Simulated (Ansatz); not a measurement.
# C2H7BFN: one species, many methods

One table from this session's results is given with a row withheld; the runs are named, their logs left out.

Method: functionals in def2-TZVPP, the program's frozen cores in correlated methods; program: Ansatz 0.2.0, Gaussian basis.

Plan: LDA (SPW92), PBE-D4, revPBE-D4, BLYP-D4, r2SCAN-D4, B97M-V, PBE0-D4, B3LYP-D4, r2SCANh-D4, r2SCAN0-D4, HSE06-D4, BHLYP-D4, CAM-B3LYP-D4, LC-ωPBE, ωB97X-V, ωB97M-V, B2PLYP, PBE-QIDH; CCSD(T)/def2-SVP; CCSD(T)/def2-TZVPP; MP2/def2-QZVPP; extrapolation to the limit; RPA on PBE.

## The relaxed structure

The geometry comes from an earlier relaxation with PBE0-D4 in a triple-zeta def2 set; it is a stationary point, not always the lowest conformer.

SMILES `CN(C)BF`, 12 atoms, charge 0, spin multiplicity 1.

Atoms are counted from 1 here; the program's logs count them from 0.

Bond lengths: C1–N2 1.442 Å, C1–H6 1.096 Å, C1–H7 1.090 Å, C1–H8 1.096 Å, N2–C3 1.444 Å, N2–B4 1.390 Å, C3–H9 1.096 Å, C3–H10 1.096 Å, C3–H11 1.089 Å, B4–F5 1.341 Å, B4–H12 1.197 Å. Angles: N2–C1–H6 111.0°, N2–C1–H7 109.9°, N2–C1–H8 111.0°, H6–C1–H7 108.5°, H6–C1–H8 107.7°, H7–C1–H8 108.5°, C1–N2–C3 114.5°, C1–N2–B4 122.2°, C3–N2–B4 123.3°, N2–C3–H9 110.8°, N2–C3–H10 110.8°, N2–C3–H11 110.1°, H9–C3–H10 107.7°, H9–C3–H11 108.7°, H10–C3–H11 108.7°, N2–B4–F5 120.0°, N2–B4–H12 121.3°, F5–B4–H12 118.7°.

The first run:

The input, in.yaml:

```yaml
crystal:
  periodic: [false, false, false]
  atoms:
    - {symbol: C, position_ang: [-0.787818, 1.088536, 0.184436]}
    - {symbol: N, position_ang: [0.149100, 0.026473, -0.084248]}
    - {symbol: C, position_ang: [-0.238758, -1.261172, 0.441233]}
    - {symbol: B, position_ang: [1.326209, 0.239258, -0.793109]}
    - {symbol: F, position_ang: [2.166693, -0.781327, -1.017897]}
    - {symbol: H, position_ang: [-0.925399, 1.228399, 1.263029]}
    - {symbol: H, position_ang: [-0.423028, 2.022669, -0.241831]}
    - {symbol: H, position_ang: [-1.769243, 0.867034, -0.251025]}
    - {symbol: H, position_ang: [-0.350460, -1.219701, 1.530744]}
    - {symbol: H, position_ang: [-1.198177, -1.581299, 0.019053]}
    - {symbol: H, position_ang: [0.515517, -2.007061, 0.196679]}
    - {symbol: H, position_ang: [1.612163, 1.323093, -1.213065]}
basis:
  gaussian: {orbitals: def2-TZVPP}
hamiltonian: {xc: lda}
output: {orbitals: {seedname: orbitals}}
```

Command:

```console
> ansatz run in.yaml --threads 4 --pin off --events-out ev --progress --plain --max-ram 10444MiB
```

Steps of the session up to this table: LDA; PBE-D4 (GGA); revPBE-D4 (GGA); BLYP-D4 (GGA); r2SCAN-D4 (meta-GGA); B97M-V (meta-GGA); B3LYP-D4 (hybrid); r2SCANh-D4 (hybrid); r2SCAN0-D4 (hybrid); HSE06-D4 (hybrid); BHLYP-D4 (hybrid); CAM-B3LYP-D4 (range-separated); LC-ωPBE (range-separated); ωB97X-V (range-separated); ωB97M-V (range-separated); B2PLYP (double hybrid); PBE-QIDH (double hybrid).

One of the session's tables, all rows but one given; the rest of the session is left out.

It belongs to the step «Orbital energies across the functionals». 

```
  functional  HOMO (eV)  LUMO (eV)  gap (eV)
 LDA (SPW92)      -6.16      -0.37      5.79
      PBE-D4      -6.02      -0.14      5.88
   revPBE-D4      -5.97      -0.05      5.92
     BLYP-D4      -5.91      -0.05      5.86
   r2SCAN-D4      -6.25       0.26      6.51
      B97M-V      -6.38       0.11      6.49
     PBE0-D4          ?          ?         ?
    B3LYP-D4      -7.11       0.52      7.63
  r2SCANh-D4      -6.74       0.59      7.32
  r2SCAN0-D4      -7.48       1.05      8.53
    HSE06-D4      -6.92       0.42      7.34
    BHLYP-D4      -8.55       1.61     10.17
CAM-B3LYP-D4      -8.71       1.74     10.45
     LC-ωPBE     -10.05       2.95     13.00
     ωB97X-V      -9.70       2.82     12.52
     ωB97M-V      -9.62       2.38     12.00
```

Estimate the missing values for PBE0-D4.

The run gave: HOMO (eV): -7.32; LUMO (eV): 0.79; gap (eV): 8.11. In the column «HOMO (eV)» it lies between r2SCAN0-D4 (-7.48) and B3LYP-D4 (-7.11).
